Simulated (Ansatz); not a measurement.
**TiZnH12O6F6: a single-point run**

Aim: the field gradients at the nuclei of TiZnH12O6F6, from a sound single-point run.

Method: DFT, PBE, plane-wave PAW, default files, scalar-relativistic, in Ansatz 0.2.0.

## Step 1: The system as given

It takes space group R-3 (No. 148, trigonal). The conventional cell has a = 9.661 Å, b = 9.661 Å, c = 10.143 Å, α = 90.00°, β = 90.00°, γ = 120.00°. Ti (site symmetry -3) has 6 F at 1.89 Å as nearest neighbours. Zn (site symmetry -3) is surrounded by 6 O at 2.11 Å. Around H (site symmetry 1) lie 1 O at 0.98 Å. Around O (site symmetry 1) lie 2 H at 0.98 Å. Around F (site symmetry 1) lie 2 H at 1.76 to 1.77 Å and 1 Ti at 1.89 Å.

Structure file:

```cif
data_structure
_symmetry_space_group_name_H-M 'P 1'
_symmetry_Int_Tables_number 1
_cell_length_a 6.5222
_cell_length_b 6.5222
_cell_length_c 6.5222
_cell_angle_alpha 95.564
_cell_angle_beta 95.564
_cell_angle_gamma 95.564
_cell_volume 273.25
loop_
_atom_site_label
_atom_site_type_symbol
_atom_site_fract_x
_atom_site_fract_y
_atom_site_fract_z
_atom_site_occupancy
Ti1 Ti 0.50000 0.50000 0.50000 1
Zn1 Zn 0.00000 0.00000 0.00000 1
H1 H 0.04491 0.39364 0.21198 1
H2 H 0.19634 0.68010 0.82971 1
H3 H 0.17029 0.80366 0.31990 1
H4 H 0.21198 0.04491 0.39364 1
H5 H 0.31990 0.17029 0.80366 1
H6 H 0.39364 0.21198 0.04491 1
H7 H 0.60636 0.78802 0.95509 1
H8 H 0.68010 0.82971 0.19634 1
H9 H 0.78802 0.95509 0.60636 1
H10 H 0.82971 0.19634 0.68010 1
H11 H 0.80366 0.31990 0.17029 1
H12 H 0.95509 0.60636 0.78802 1
O1 O 0.06075 0.70321 0.87564 1
O2 O 0.12437 0.93925 0.29679 1
O3 O 0.29679 0.12437 0.93925 1
O4 O 0.70321 0.87564 0.06075 1
O5 O 0.87564 0.06075 0.70321 1
O6 O 0.93925 0.29679 0.12437 1
F1 F 0.24506 0.55885 0.36565 1
F2 F 0.36565 0.24506 0.55885 1
F3 F 0.44115 0.63435 0.75494 1
F4 F 0.55885 0.36565 0.24506 1
F5 F 0.63435 0.75494 0.44115 1
F6 F 0.75494 0.44115 0.63435 1
```

## Step 2: Running it

input.yaml reads:

```yaml
crystal:
  lattice:
    - [4.8303011599, 2.788775675, 3.3808404389]
    - [-4.8303011599, 2.788775675, 3.3808404389]
    - [0.0, -5.5775513499, 3.3808404389]
  atoms:
    - { symbol: Ti, position: [0.5, 0.5, 0.5] }
    - { symbol: Zn, position: [0.0, 0.0, 0.0] }
    - { symbol: H, position: [0.044909, 0.393643, 0.211978] }
    - { symbol: H, position: [0.196339, 0.6801, 0.829714] }
    - { symbol: H, position: [0.170286, 0.803661, 0.3199] }
    - { symbol: H, position: [0.211978, 0.044909, 0.393643] }
    - { symbol: H, position: [0.3199, 0.170286, 0.803661] }
    - { symbol: H, position: [0.393643, 0.211978, 0.044909] }
    - { symbol: H, position: [0.606357, 0.788022, 0.955091] }
    - { symbol: H, position: [0.6801, 0.829714, 0.196339] }
    - { symbol: H, position: [0.788022, 0.955091, 0.606357] }
    - { symbol: H, position: [0.829714, 0.196339, 0.6801] }
    - { symbol: H, position: [0.803661, 0.3199, 0.170286] }
    - { symbol: H, position: [0.955091, 0.606357, 0.788022] }
    - { symbol: O, position: [0.06075, 0.703208, 0.875635] }
    - { symbol: O, position: [0.124365, 0.93925, 0.296792] }
    - { symbol: O, position: [0.296792, 0.124365, 0.93925] }
    - { symbol: O, position: [0.703208, 0.875635, 0.06075] }
    - { symbol: O, position: [0.875635, 0.06075, 0.703208] }
    - { symbol: O, position: [0.93925, 0.296792, 0.124365] }
    - { symbol: F, position: [0.245058, 0.558848, 0.365648] }
    - { symbol: F, position: [0.365648, 0.245058, 0.558848] }
    - { symbol: F, position: [0.441152, 0.634352, 0.754942] }
    - { symbol: F, position: [0.558848, 0.365648, 0.245058] }
    - { symbol: F, position: [0.634352, 0.754942, 0.441152] }
    - { symbol: F, position: [0.754942, 0.441152, 0.634352] }
kpoints:
  mp_grid: { grid: [3, 3, 3] }
scf:
  occupations: { method: fermi_dirac, width: 0.02 }
  max_iter: 100
hamiltonian:
  xc: pbe
  pseudopotentials: { kind: paw }
output:
  forces: true
  stress: true
  populations: true
  efg:
    quadrupole_moments_barn: { Ti: 0.247, Zn: 0.122, H: 0.00285783, O: -0.02558 }
    contact_densities: true
basis:
  ecutrho_ratio: 1
```

Started as:

```sh
$ ansatz run input.yaml --threads 1 --pin off --max-ram 2560MiB --backend cpu --events-out ev --progress --plain --runs-dir out
```

Q: Will this input give a usable result? If not, why, and what should change?

The run converged and reported no error, with warnings (cutoff below recommended). Its log warns: «basis.ecutrho_ratio = 1 (ecutrho = 420 eV) is below the records' recommended 1680 eV»

In the input, basis.ecutrho_ratio is 1. The density grid can't hold the products of the orbitals.

The test: delete basis.ecutrho_ratio (the default then holds).
